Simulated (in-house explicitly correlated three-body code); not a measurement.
# Two electrons around a charge of +2.66: exact states and exact Kohn–Sham parts

Aim: the lowest states of two electrons around a charge of +2.66 to near-exact accuracy, with their sizes and correlation, then the exact Kohn–Sham parts of the ground state and the errors of common functionals.

Program: in-house explicitly correlated three-body code version 1. Level of theory: two electrons, non-relativistic, variational in exponentially correlated functions. These are calculated values, not measurements, unless marked.

### 1 Starting point

```
charge of the centre : +2.66
mass of the centre   : infinite
interactions         : Coulomb
basis                : 260 functions exp(−a r1 − b r2 − g r12) a state, exponent ranges optimised
units                : hartree and bohr; relativity and QED are left out
```

### 2 Input and results

Settings:

```ini
Z = 2.66
interaction_strength = 1.0
functions = 260
states_tried = 13
```

Command:

```bash
> python run_hyl.py task.json out
```

Results of the run (chosen fields of its result record, rounded):

```text
{
  "status": "converged",
  "states [hartree, bohr]": [
    {"name": "1 1S", "E": -5.567692744392, "change": 1.5e-09, "T": 5.5676927371, "inv_r": 2.348023512, "inv_r12": 1.356099602, "r": 0.658548142, "r2": 0.591993373, "r12": 0.995511926, "r12_2": 1.23484428, "cos": -0.04900956, "p1p2": 0.2445382, "d1": 4.63839, "d12": 0.33735},
    {"name": "2 3S", "E": -3.972231946292, "change": 1.1e-11, "T": 3.9722319465, "inv_r": 1.567918436, "inv_r12": 0.3968621894, "r": 1.73501838, "r2": 5.13803798, "r12": 2.98678679, "r12_2": 10.328012, "cos": -0.01370653, "p1p2": 0.014050811, "d1": 3.16079, "d12": 0.0},
    {"name": "2 1S", "E": -3.916514799991, "change": 1.1e-09, "T": 3.9165147832, "inv_r": 1.547311209, "inv_r12": 0.3986660494, "r": 1.93703135, "r2": 6.59158107, "r12": 3.37176161, "r12_2": 13.246534, "cos": -0.0149888, "p1p2": 0.017527658, "d1": 3.129992, "d12": 0.037181},
    {"name": "2 3P", "E": -3.902830051166, "change": 5e-10, "T": 3.9028300491, "inv_r": 1.54773312, "inv_r12": 0.4282800965, "r": 1.68095108, "r2": 4.94818145, "r12": 2.8948576, "r12_2": 10.0390876, "cos": -0.05037422, "p1p2": -0.20494782, "d1": 2.952854, "d12": 0.0},
    {"name": "2 1P", "E": -3.87780316402, "change": 1.8e-10, "T": 3.8778031629, "inv_r": 1.534463851, "inv_r12": 0.4077413578, "r": 1.81455666, "r2": 5.8362932, "r12": 3.11968922, "r12_2": 11.6760195, "cos": 0.005258959, "p1p2": 0.16261762, "d1": 3.001179, "d12": 0.0049885},
    {"name": "3 3S", "E": -3.714984404992, "change": 1.6e-09, "T": 3.714984452, "inv_r": 1.430653063, "inv_r12": 0.1811054357, "r": 3.80759011, "r2": 28.4501917, "r12": 7.0833104, "r12_2": 56.9282597, "cos": -0.003974346, "p1p2": 0.0037951674, "d1": 3.039203, "d12": 0.0},
    {"name": "3 1S", "E": -3.700457150869, "change": 1e-08, "T": 3.7004574084, "inv_r": 1.425116851, "inv_r12": 0.1807070898, "r": 4.11447348, "r2": 33.5744451, "r12": 7.69231049, "r12_2": 67.1791234, "cos": -0.004612536, "p1p2": 0.0050490125, "d1": 3.033255, "d12": 0.010794},
    {"name": "3 3P", "E": -3.697063616705, "change": 3.1e-09, "T": 3.6970636352, "inv_r": 1.42519283, "inv_r12": 0.1878986049, "r": 3.88690572, "r2": 30.2184565, "r12": 7.24620856, "r12_2": 60.4854169, "cos": -0.01370089, "p1p2": -0.054016657, "d1": 2.983937, "d12": 0.0},
    {"name": "3 1P", "E": -3.689492872736, "change": 3.5e-09, "T": 3.6894928977, "inv_r": 1.421351673, "inv_r12": 0.182605129, "r": 4.08528439, "r2": 33.5224577, "r12": 7.63164317, "r12_2": 67.0587793, "cos": 0.001609459, "p1p2": 0.048815633, "d1": 2.996962, "d12": 0.0016998},
    {"name": "4 3S", "E": -3.633675891279, "change": 3.1e-09, "T": 3.6336724505, "inv_r": 1.385345767, "inv_r12": 0.1026911365, "r": 6.7837002, "r2": 95.330601, "r12": 13.0205788, "r12_2": 190.677958, "cos": -0.001631652, "p1p2": 0.0015262519, "d1": 3.012974, "d12": 0.0},
    {"name": "4 1S", "E": -3.627864681003, "change": -5.5e-10, "T": 3.6278640657, "inv_r": 1.383096263, "inv_r12": 0.1023433715, "r": 7.19722384, "r2": 107.813485, "r12": 13.8457525, "r12_2": 215.644432, "cos": -0.001952615, "p1p2": 0.0020955999, "d1": 3.011053, "d12": 0.0044891},
    {"name": "4 3P", "E": -3.626515511717, "change": 4.6e-09, "T": 3.6265154214, "inv_r": 1.383115511, "inv_r12": 0.1051435875, "r": 6.99595092, "r2": 102.556257, "r12": 13.4468053, "r12_2": 205.137009, "cos": -0.00557655, "p1p2": -0.021718645, "d1": 2.990765, "d12": 0.0},
    {"name": "4 1P", "E": -3.623318132877, "change": 1.1e-08, "T": 3.62331822, "inv_r": 1.381515316, "inv_r12": 0.1030251282, "r": 7.26023263, "r2": 110.655712, "r12": 13.9707891, "r12_2": 221.322191, "cos": 0.0006766237, "p1p2": 0.020626753, "d1": 2.996051, "d12": 0.00074988}
  ],
  "threshold [hartree]": -3.5378,
  "transitions": [
    ["1 1S", "2 1P", 1.6898896, 0.3629897],
    ["1 1S", "3 1P", 1.8781999, 0.08112692],
    ["1 1S", "4 1P", 1.9443746, 0.03117653],
    ["2 1S", "2 1P", 0.038711636, 9.663326],
    ["2 1S", "3 1P", 0.22702193, 1.525971],
    ["2 1S", "4 1P", 0.29319667, 0.3446621],
    ["3 1S", "2 1P", -0.17734601, 0.8895333],
    ["3 1S", "3 1P", 0.010964278, 57.82141],
    ["3 1S", "4 1P", 0.077139018, 4.56188],
    ["4 1S", "2 1P", -0.24993848, 0.1221027],
    ["4 1S", "3 1P", -0.061628192, 5.516446],
    ["4 1S", "4 1P", 0.0045465481, 192.3652],
    ["2 3S", "2 3P", 0.069401895, 7.821259],
    ["2 3S", "3 3P", 0.27516833, 0.8381303],
    ["2 3S", "4 3P", 0.34571643, 0.2158007],
    ["3 3S", "2 3P", -0.18784565, 1.081406],
    ["3 3S", "3 3P", 0.017920788, 50.37171],
    ["3 3S", "4 3P", 0.088468893, 2.515302],
    ["4 3S", "2 3P", -0.26915416, 0.1331811],
    ["4 3S", "3 3P", -0.063387725, 6.902156],
    ["4 3S", "4 3P", 0.0071603796, 172.7678]
  ],
  "polarisability [au]": {"1 1S": {"alpha": 0.3384058, "c6": 0.181219, "f_sum": 1.999999}, "2 3S": {"alpha": 78.75924, "c6": 344.55, "f_sum": 2.000948}},
  "kohn_sham [hartree]": {"Ts": 5.52869497, "hartree": 2.87647211, "Ex": -1.43823606, "Tc": 0.0389977661, "Uc": -0.0821364547, "Ec": -0.0431386886, "norm": 1.99999994},
  "hartree_fock [hartree]": [-5.5245783722, -2.04280262]
}
```

«change» is the move of the energy from 170 to 260 functions; states that moved too far are left out. d1 and d12 are the expectation values of δ(r1) and δ(r12).

Wall time 30 s (1 thread of Intel Xeon Platinum 8488C (Sapphire Rapids), shared host).

### 3 Levels

Binding counts from the one-electron threshold at -3.537800 hartree:

```tsv
state	binding (eV)	excitation (eV)	quantum defect	⟨r⟩	⟨r12⟩ (bohr)	⟨cos θ12⟩
1 ¹S	55.2362	0	0.176	0.6585	0.9955	-0.0490
2 ³S	11.8215	43.4147	0.219	1.735	2.987	-0.0137
2 ¹S	10.3054	44.9308	0.093	1.937	3.372	-0.0150
2 ³P	9.93297	45.3032	0.057	1.681	2.895	-0.0504
2 ¹P	9.25196	45.9842	-0.013	1.815	3.120	0.0053
3 ³S	4.82143	50.4148	0.211	3.808	7.083	-0.0040
3 ¹S	4.42613	50.8101	0.090	4.114	7.692	-0.0046
3 ³P	4.33378	50.9024	0.059	3.887	7.246	-0.0137
3 ¹P	4.12777	51.1084	-0.014	4.085	7.632	0.0016
4 ³S	2.60892	52.6273	0.209	6.784	13.02	-0.0016
4 ¹S	2.45078	52.7854	0.089	7.197	13.85	-0.0020
4 ³P	2.41407	52.8221	0.059	6.996	13.45	-0.0056
4 ¹P	2.32707	52.9091	-0.014	7.260	13.97	0.0007
```

### 4 Electric-dipole lines

Oscillator strengths from the S state (negative where P lies lower) and rates of the upper state's decay:

```tsv
S	P	E(P) − E(S) (eV)	f	rate (1/s)
1 ¹S	2 ¹P	45.984	0.4089	1.251e+10
1 ¹S	3 ¹P	51.108	0.1016	3.838e+09
1 ¹S	4 ¹P	52.909	0.04041	1.636e+09
2 ¹S	2 ¹P	1.0534	0.2494	4.003e+06
2 ¹S	3 ¹P	6.1776	0.2310	1.275e+08
2 ¹S	4 ¹P	7.9783	0.06737	6.203e+07
3 ¹S	2 ¹P	-4.8258	-0.1052	1.063e+08
3 ¹S	3 ¹P	0.29835	0.4226	5.442e+05
3 ¹S	4 ¹P	2.0991	0.2346	1.495e+07
4 ¹S	2 ¹P	-6.8012	-0.02035	4.084e+07
4 ¹S	3 ¹P	-1.6770	-0.2266	2.766e+07
4 ¹S	4 ¹P	0.12372	0.5831	1.291e+05
2 ³S	2 ³P	1.8885	0.3619	1.867e+07
2 ³S	3 ³P	7.4877	0.1538	1.247e+08
2 ³S	4 ³P	9.4074	0.04974	6.367e+07
3 ³S	2 ³P	-5.1115	-0.1354	1.535e+08
3 ³S	3 ³P	0.48765	0.6018	2.070e+06
3 ³S	4 ³P	2.4074	0.1484	1.244e+07
4 ³S	2 ³P	-7.3241	-0.02390	5.562e+07
4 ³S	3 ³P	-1.7249	-0.2917	3.765e+07
4 ³S	4 ³P	0.19484	0.8247	4.529e+05
```

### 5 Kohn–Sham potentials from the exact density

With two electrons in one orbital the density fixes the Kohn–Sham potential directly; exchange is minus half the Hartree term. On a radial grid:

```tsv
r (bohr)	4πr²n	v_x	v_c	pair density 4πr12²h	Coulomb hole
0.0813	0.5018	-2.296	-0.043	0.02942	-0.0121
0.11	0.7910	-2.259	-0.034	0.05400	-0.0205
0.15	1.196	-2.199	-0.023	0.09968	-0.0335
0.204	1.679	-2.105	-0.008	0.1792	-0.0510
0.277	2.144	-1.968	0.008	0.3089	-0.0693
0.377	2.426	-1.779	0.021	0.4993	-0.0782
0.512	2.338	-1.544	0.026	0.7203	-0.0617
0.696	1.831	-1.278	0.022	0.8764	-0.0149
0.946	1.092	-1.009	0.013	0.8261	0.0335
1.29	0.4477	-0.7651	0.005	0.5352	0.0404
1.75	0.1143	-0.5701	0.002	0.2083	0.0151
```

The last two columns are read against r12, and the hole is the exact less the Kohn–Sham pair density.

### 6 Functionals against the exact answer

Errors in millihartree. The functional-driven error is that on the exact density; the rest comes from the functional's own density. Hybrids were run self-consistently alone, so they have no split; a dash in a self-consistent column means that the top level came out unbound:

| functional | exchange | correlation | functional-driven | density-driven | total, self-consistent | top level + binding (eV) |
| --- | --- | --- | --- | --- | --- | --- |
| LDA VWN5 | +200.5 | -85.4 | +115.0 | -2.0 | +113.1 | +13.66 |
| LDA PW92 | +200.5 | -84.9 | +115.6 | -2.0 | +113.7 | +13.67 |
| PBE | +20.8 | -0.9 | +20.0 | -1.1 | +18.9 | +13.06 |
| PBEsol | +84.1 | -12.4 | +71.7 | -1.1 | +70.6 | +13.52 |
| BLYP | +3.9 | -3.5 | +0.4 | -1.5 | -1.0 | +12.80 |
| RPBE | -3.7 | -0.9 | -4.6 | -1.2 | -5.8 | +12.94 |
| PW91 | +16.5 | -6.1 | +10.4 | -1.1 | +9.2 | +12.90 |
| BP86 | +3.9 | -1.5 | +2.5 | -0.7 | +1.8 | +12.92 |
| OLYP | +2.3 | -3.5 | -1.2 | -1.4 | -2.6 | +12.90 |
| AM05 | +154.1 | -68.4 | +85.7 | -1.3 | +84.4 | +13.69 |
| TPSS | -4.4 | -1.9 | -6.2 | -0.3 | -6.5 | +12.18 |
| revTPSS | -3.8 | -4.7 | -8.5 | -0.2 | -8.7 | +11.95 |
| SCAN | -4.7 | +3.4 | -1.3 | -0.3 | -1.6 | +11.80 |
| r2SCAN | -4.7 | +3.4 | -1.3 | -0.3 | -1.6 | +11.80 |
| M06-L | -16.6 | -0.5 | -17.0 | -2.3 | -19.3 | +11.68 |
| PBE0 | – | – | – | – | +14.3 | +9.53 |
| B3LYP (VWN-RPA) | – | – | – | – | -8.4 | +9.88 |
| HSE06 | – | – | – | – | +12.5 | +9.93 |
| ωB97X | – | – | – | – | -3.5 | +7.12 |
| r2SCAN0 | – | – | – | – | -0.2 | +8.63 |

### 7 What came out

| quantity | value |
| --- | --- |
| ground-state energy | -5.56769274 hartree |
| binding of the second electron | 55.236 eV |
| ⟨r12⟩, ⟨cos θ12⟩ | 0.9955 bohr, -0.0490 |
| resonance line 1 ¹S–2 ¹P | 45.984 eV, f = 0.4089 |
| polarisability of the ground state | 0.33841 bohr³ |
| Ts, Ex, Ec (Kohn–Sham) | 5.52869, -1.43824, -0.04314 hartree |
| exact less Hartree–Fock | -0.04311 hartree |

The second electron is bound by 55.24 eV, and the mean cosine of -0.049 shows the electrons leaning only slightly to opposite sides. The virial ratio −T/E is 1.0000000, where an exact Coulomb state gives 1. Exchange puts 2 ³S 1.52 eV under 2 ¹S. On the exact density BLYP errs least (+0.4 millihartree) and LDA PW92 most (+115.6). Self-consistent top levels of the semilocal functionals lie +11.7 to +13.7 eV from minus the binding energy, the exact Kohn–Sham level.
